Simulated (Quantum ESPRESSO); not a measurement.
Runs of Quantum ESPRESSO 7.5 on Pt. The cell holds a sheet with vacuum, 1 atom: a = 2.523 Å, b = 2.523 Å, c = 23.800 Å, α = 90.00°, β = 90.00°, γ = 90.00°. The cell was built by a generator and needn't be a form met in nature.

```tsv
level	form of the LDA correlation	gap on the mesh (eV)	work function (eV)
AM05	-	none	(a)
RPBE	-	none	6.12
LDA	PZ81	none	6.60
revPBE	-	none	6.13
PBEsol	-	none	(b)
```

Alike in all rows: task work function; potentials or basis SG15 PBE 1.2; no spin polarisation; cell as given; k mesh 10 × 10 × 1; cutoff (eV) 952; smearing fermi-dirac 0.05 eV.

**Question.** Fill in the values left out.

**Answer.** (a) 6.27; (b) 6.37.

A k mesh can miss the band edges, and the runs leave out spin-orbit coupling on Pt.

A gap of «none» marks a metal or a gap under the smearing width.

Runs at the PBE level aren't shown here.
